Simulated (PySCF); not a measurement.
# Yb(OH)3: forces at shaken geometries

How stiff is Yb(OH)3? Its atoms are displaced at random by several amounts. The structure is generated, not taken from experiment.

Method: r2SCAN, Yb lcecp-1-SVP with ECP59, O def2-SVP, H def2-SVP; scalar-relativistic core potentials, no spin–orbit coupling; program: PySCF 2.14.0.

2 further runs of the same task are left out: 1 for a known fault of the program, 1 set aside as unsound or not needed.

## Step 1: The system as given

7 atoms, charge 0, spin multiplicity 1.

Bond lengths: Yb1–O2 2.008 Å, Yb1–O4 2.008 Å, Yb1–O6 2.008 Å, O2–H3 0.957 Å, O4–H5 0.957 Å, O6–H7 0.957 Å. Angles: O2–Yb1–O4 120.0°, O2–Yb1–O6 120.0°, O4–Yb1–O6 120.0°, Yb1–O2–H3 179.8°, Yb1–O4–H5 179.8°, Yb1–O6–H7 179.8°.

Geometry (Å):

```
Yb    0.0000    0.0000    0.1272
O     2.0084    0.0000    0.1428
H     2.9657    0.0000    0.1538
O    -1.0042    1.7393    0.1428
H    -1.4829    2.5684    0.1538
O    -1.0042   -1.7393    0.1428
H    -1.4828   -2.5684    0.1538
```

Formal oxidation states: Yb +3. Each metal's 13 4f electrons lie in its core potential, so multiplicities, spins and levels count the valence alone. An earlier session relaxed this geometry at r2SCAN, Yb lcecp-1-SVP with ECP59, O def2-SVP, H def2-SVP (singlet, point group C3v).

Its energy there is -266.808131 Eh.

## Step 2: Atoms moved at random, σ = 0.1 Å

File run.py (the lines that set the calculation):

```python
mol = gto.M(atom='''
Yb    -0.00731     0.10245     0.08997
O      1.86158     0.04224     0.23940
H      2.99965     0.01794     0.14300
O     -0.86474     1.74399    -0.03881
H     -1.50559     2.48223     0.29753
O     -1.04204    -1.74291     0.10399
H     -1.44154    -2.64594     0.18199''',
    basis={'Yb': 'lcecp-1-SVP', 'O': 'def2-SVP', 'H': 'def2-SVP'},
    ecp={'Yb': 'lcecp-1-SVP'},
    charge=0, spin=0)
mf = dft.RKS(mol, xc='R2SCAN')
mf.grids.atom_grid = (50, 194)  # f atoms: unpruned, at least (60, 302)
mf = mf.density_fit()  # fitting sets: Yb AutoAux, O def2-universal-JKFIT, H def2-universal-JKFIT
mf.conv_tol = 1e-08; mf.max_cycle = 55
mf.kernel(dm0)  # dm0: the density of the relaxed state
```

Started as:

```console
$ OMP_NUM_THREADS=2 python run.py
```

What it wrote:

```text
init E= -266.669373728432
  HOMO = -0.274480039072407  LUMO = -0.0980644498968068  gap/eV = 4.80051
cycle= 1 E= -266.740425716663  delta_E= -0.0711  |g|= 0.233  |ddm|= 0.703
  HOMO = -0.177862053937746  LUMO = -0.0506168412791013  gap/eV = 3.46252
cycle= 2 E= -266.709740597044  delta_E= 0.0307  |g|= 0.46  |ddm|= 0.439
  HOMO = -0.208863145534108  LUMO = -0.0516157142846971  gap/eV = 4.27892
cycle= 3 E= -266.751450004963  delta_E= -0.0417  |g|= 0.0409  |ddm|= 0.302
  HOMO = -0.207423979633889  LUMO = -0.0531185292699163  gap/eV = 4.19887
cycle= 4 E= -266.751739073338  delta_E= -0.000289  |g|= 0.016  |ddm|= 0.0413
  HOMO = -0.208633918103834  LUMO = -0.0534035616379889  gap/eV = 4.22403
cycle= 5 E= -266.751785558622  delta_E= -4.65e-05  |g|= 0.00476  |ddm|= 0.0124
  HOMO = -0.208671699260335  LUMO = -0.0535825596879356  gap/eV = 4.22019
cycle= 6 E= -266.751789978669  delta_E= -4.42e-06  |g|= 0.00082  |ddm|= 0.00382
  HOMO = -0.208754189230606  LUMO = -0.0536000510861037  gap/eV = 4.22196
cycle= 7 E= -266.751790119188  delta_E= -1.41e-07  |g|= 0.000131  |ddm|= 0.0008
  HOMO = -0.208786325169404  LUMO = -0.0536181030711766  gap/eV = 4.22234
cycle= 8 E= -266.75179012118  delta_E= -1.99e-09  |g|= 9.3e-05  |ddm|= 0.000171
  HOMO = -0.208752711884357  LUMO = -0.053612695287832  gap/eV = 4.22157
Extra cycle  E= -266.751790114282  delta_E= 6.9e-09  |g|= 0.000207  |ddm|= 0.000204
converged SCF energy = -266.751790114282
```

Run time: 2.9 s. Hardware: 2 threads of AMD EPYC 9R45 (Zen 5), shared host.

It gives: E = -266.751790 Eh (+1.533 eV from the relaxed state), HOMO -5.68 eV, LUMO -1.46 eV, Mulliken charge on Yb1 +0.94 e, largest force component 9.166 eV/Å. 

```
atom      Fx      Fy  Fz (eV/Å)
 Yb1  -2.034  -5.740     -0.143
  O2   9.166  -0.096     -0.373
  H3  -5.447   0.164      0.597
  O4  -4.226   6.368      1.258
  H5   1.940  -1.958     -1.364
  O6  -0.061  -0.265      0.178
  H7   0.662   1.527     -0.154
```

## Step 3: Atoms moved at random, σ = 0.1 Å

File run.py (the lines that set the calculation):

```python
mol = gto.M(atom='''
Yb     0.12585     0.02954    -0.12184
O      1.80148    -0.09940     0.06037
H      2.92227     0.01225     0.34705
O     -0.84104     1.88575     0.22246
H     -1.44085     2.34117     0.03218
O     -1.10393    -1.68917     0.16791
H     -1.46378    -2.48016     0.30894''',
    basis={'Yb': 'lcecp-1-SVP', 'O': 'def2-SVP', 'H': 'def2-SVP'},
    ecp={'Yb': 'lcecp-1-SVP'},
    charge=0, spin=0)
mf = dft.RKS(mol, xc='R2SCAN')
mf.grids.atom_grid = (50, 194)  # f atoms: unpruned, at least (60, 302)
mf = mf.density_fit()  # fitting sets: Yb AutoAux, O def2-universal-JKFIT, H def2-universal-JKFIT
mf.conv_tol = 1e-08; mf.max_cycle = 55
mf.kernel(dm0)  # dm0: the density of the relaxed state
```

Started as:

```console
$ OMP_NUM_THREADS=2 python run.py
```

What it wrote:

```text
init E= -266.668590544793
  HOMO = -0.274534022097391  LUMO = -0.116101147101549  gap/eV = 4.31118
cycle= 1 E= -266.62855574096  delta_E= 0.04  |g|= 0.317  |ddm|= 1.15
  HOMO = -0.148520855854285  LUMO = -0.050057853377691  gap/eV = 2.67931
cycle= 2 E= -266.581713833688  delta_E= 0.0468  |g|= 0.581  |ddm|= 0.647
  HOMO = -0.207647804222654  LUMO = -0.0556513558689566  gap/eV = 4.13603
cycle= 3 E= -266.647429396323  delta_E= -0.0657  |g|= 0.0795  |ddm|= 0.432
  HOMO = -0.210618201649355  LUMO = -0.0608310681060438  gap/eV = 4.07592
cycle= 4 E= -266.648810462343  delta_E= -0.00138  |g|= 0.019  |ddm|= 0.0875
  HOMO = -0.209718830068506  LUMO = -0.0604338784940381  gap/eV = 4.06225
cycle= 5 E= -266.648865312207  delta_E= -5.48e-05  |g|= 0.00968  |ddm|= 0.0191
  HOMO = -0.210027141508794  LUMO = -0.060361768690516  gap/eV = 4.07260
cycle= 6 E= -266.648883949708  delta_E= -1.86e-05  |g|= 0.00152  |ddm|= 0.00804
  HOMO = -0.210151927480226  LUMO = -0.0605256066437612  gap/eV = 4.07154
cycle= 7 E= -266.648884510006  delta_E= -5.6e-07  |g|= 0.000349  |ddm|= 0.0018
  HOMO = -0.21017882328571  LUMO = -0.0605137033589074  gap/eV = 4.07260
cycle= 8 E= -266.648884534282  delta_E= -2.43e-08  |g|= 0.000158  |ddm|= 0.000434
  HOMO = -0.210162401869909  LUMO = -0.060517077399993  gap/eV = 4.07206
cycle= 9 E= -266.648884538648  delta_E= -4.37e-09  |g|= 6.92e-05  |ddm|= 0.000145
  HOMO = -0.210187224940618  LUMO = -0.0605204859254762  gap/eV = 4.07264
Extra cycle  E= -266.648884535264  delta_E= 3.38e-09  |g|= 0.000146  |ddm|= 0.000142
converged SCF energy = -266.648884535264
```

Wall time 3.1 s (2 threads of AMD EPYC 9R45 (Zen 5), shared host).

Result: E = -266.648885 Eh (+4.333 eV from the relaxed state), HOMO -5.72 eV, LUMO -1.65 eV, Mulliken charge on Yb1 +0.89 e, largest force component 18.043 eV/Å. 

```
atom       Fx       Fy  Fz (eV/Å)
 Yb1  -14.881    0.512     -0.852
  O2   18.043   -0.171      2.925
  H3   -5.075   -0.643     -1.403
  O4   15.913  -12.658      4.141
  H5  -15.152   11.718     -4.487
  O6    3.404    6.272     -1.267
  H7   -2.252   -5.031      0.942
```

## Step 4: Atoms moved at random, σ = 0.03 Å

File run.py (the lines that set the calculation):

```python
mol = gto.M(atom='''
Yb     0.04894     0.00201     0.13167
O      1.95343     0.03495     0.11421
H      2.95262     0.01463     0.16583
O     -0.96598     1.72116     0.15068
H     -1.47177     2.56863     0.15760
O     -1.01705    -1.77601     0.13282
H     -1.50020    -2.56537     0.16426''',
    basis={'Yb': 'lcecp-1-SVP', 'O': 'def2-SVP', 'H': 'def2-SVP'},
    ecp={'Yb': 'lcecp-1-SVP'},
    charge=0, spin=0)
mf = dft.RKS(mol, xc='R2SCAN')
mf.grids.atom_grid = (50, 194)  # f atoms: unpruned, at least (60, 302)
mf = mf.density_fit()  # fitting sets: Yb AutoAux, O def2-universal-JKFIT, H def2-universal-JKFIT
mf.conv_tol = 1e-08; mf.max_cycle = 55
mf.kernel(dm0)  # dm0: the density of the relaxed state
```

Started as:

```console
$ OMP_NUM_THREADS=2 python run.py
```

What it wrote:

```text
init E= -266.798984840281
  HOMO = -0.233324323888668  LUMO = -0.0620146301606574  gap/eV = 4.66157
cycle= 1 E= -266.79789118183  delta_E= 0.00109  |g|= 0.0439  |ddm|= 0.234
  HOMO = -0.219339977657688  LUMO = -0.0568855872889529  gap/eV = 4.42061
cycle= 2 E= -266.797583747571  delta_E= 0.000307  |g|= 0.06  |ddm|= 0.0874
  HOMO = -0.225455086829804  LUMO = -0.0571028867267209  gap/eV = 4.58110
cycle= 3 E= -266.798245318159  delta_E= -0.000662  |g|= 0.0202  |ddm|= 0.0516
  HOMO = -0.224552668467099  LUMO = -0.0574387450936591  gap/eV = 4.54740
cycle= 4 E= -266.798325640499  delta_E= -8.03e-05  |g|= 0.00198  |ddm|= 0.0148
  HOMO = -0.224630164672458  LUMO = -0.057463167303812  gap/eV = 4.54885
cycle= 5 E= -266.798326319628  delta_E= -6.79e-07  |g|= 0.000931  |ddm|= 0.00178
  HOMO = -0.224702350617102  LUMO = -0.0574661688727147  gap/eV = 4.55073
cycle= 6 E= -266.798326484828  delta_E= -1.65e-07  |g|= 0.000192  |ddm|= 0.000687
  HOMO = -0.224708561580632  LUMO = -0.0574728844681971  gap/eV = 4.55071
cycle= 7 E= -266.798326492082  delta_E= -7.25e-09  |g|= 2.49e-05  |ddm|= 0.000143
  HOMO = -0.224711690761185  LUMO = -0.0574706547123576  gap/eV = 4.55086
Extra cycle  E= -266.798326491847  delta_E= 2.34e-10  |g|= 4.22e-05  |ddm|= 5.1e-05
converged SCF energy = -266.798326491847
```

Wall time 2.7 s (2 threads of AMD EPYC 9R45 (Zen 5), shared host).

Read off: E = -266.798326 Eh (+0.267 eV from the relaxed state), HOMO -6.11 eV, LUMO -1.56 eV, Mulliken charge on Yb1 +1.00 e, largest force component 4.693 eV/Å. 

```
atom      Fx      Fy  Fz (eV/Å)
 Yb1  -3.234  -1.150     -0.036
  O2   4.693  -0.028      0.174
  H3  -1.996   0.073     -0.162
  O4  -0.846   1.553      0.017
  H5   0.785  -1.269     -0.008
  O6   1.575   2.446     -0.028
  H7  -0.977  -1.625      0.044
```

## Step 5: The displacements side by side

| σ (Å) | energy rise (eV) | harmonic estimate −½ F·u (eV) | largest force component (eV/Å) |
| --- | --- | --- | --- |
| 0.1 | 1.533 | 1.550 | 9.17 |
| 0.1 | 4.333 | 3.870 | 18.04 |
| 0.03 | 0.267 | 0.274 | 4.69 |

Every displacement raises the energy. For a harmonic well the rise equals −½ F·u; the two differ by at most 11 % here (a move with σ = 0.1 Å), from anharmonicity, the grid and the small forces left at the relaxed point. The bases are small and lack diffuse functions. Spin–orbit coupling is left out.
